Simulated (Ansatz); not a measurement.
# GdCd: the cost of one run

Method: DFT PBEsol, scalar-relativistic, plane waves, PAW, in Ansatz 0.2.0.

2 further runs of the same task are left out: 1 that didn't finish, 1 set aside as unsound or not needed.

### Step 1. The structure to begin with

The structure is cubic, space group Pm-3m (No. 221). The conventional cell has a = 3.715 Å, b = 3.715 Å, c = 3.715 Å, α = 90.00°, β = 90.00°, γ = 90.00°. Gd (site symmetry m-3m) has 8 Cd at 3.22 Å as nearest neighbours. Cd (site symmetry m-3m) has 8 Gd at 3.22 Å as nearest neighbours.

Structure file:

```xyz
2
Lattice="3.7153 0.0000 0.0000 0.0000 3.7153 0.0000 0.0000 0.0000 3.7153" Properties=species:S:1:pos:R:3 pbc="T T T"
Gd    0.0000    0.0000    0.0000
Cd    1.8576    1.8576    1.8576
```

An earlier run at PBEsol left this cell at 25.641 Å³/atom and 0.00 GPa (8×8×8 mesh).

The changes: atom 1 (Gd) moved 0.05 Å along z; strain e5 = -0.01, atoms carried along.

### Step 2. Atom 1 (Gd) moved 0.05 Å along z

File input.yaml:

```yaml
crystal:
  lattice:
    - [3.7152589112, 0.0, 0.0]
    - [0.0, 3.7152589112, 0.0]
    - [0.0, 0.0, 3.7152589112]
  atoms:
    - { symbol: Gd, position: [0.0, 0.0, 0.0134580123], spin: 7.85 }
    - { symbol: Cd, position: [0.5, 0.5, 0.5] }
basis:
  ecutwfc: 420
  ecutrho_ratio: 4
kpoints:
  mp_grid: { grid: [8, 8, 8] }
hamiltonian:
  xc: pbesol
scf:
  occupations: { method: gaussian, width: 0.05 }
  lower_state_search: "off"
output:
  forces: true
  stress: true
  eigenvalues: true
  populations: true
  write_density: true
  write_potential: true
  elf: true
  volumetric_format: npy
magnetization:
  spin_polarized: true
checkpoint:
  read: start.run
  write: ck
  compress: false
  write_wavefunctions: false
  write_every: 100000
```

start.run holds the converged state of the cell before the atoms were moved.

On the command line:

```bash
$ ansatz run input.yaml --threads 4 --pin off --max-ram 4096MiB --backend cpu --events-out ev --progress --plain --runs-dir out
```

**Question.** How long does this run take on 4 threads of Arm Neoverse N1, shared host, and how much memory does it need?

About 14 s, with a peak of 0.54 GiB.
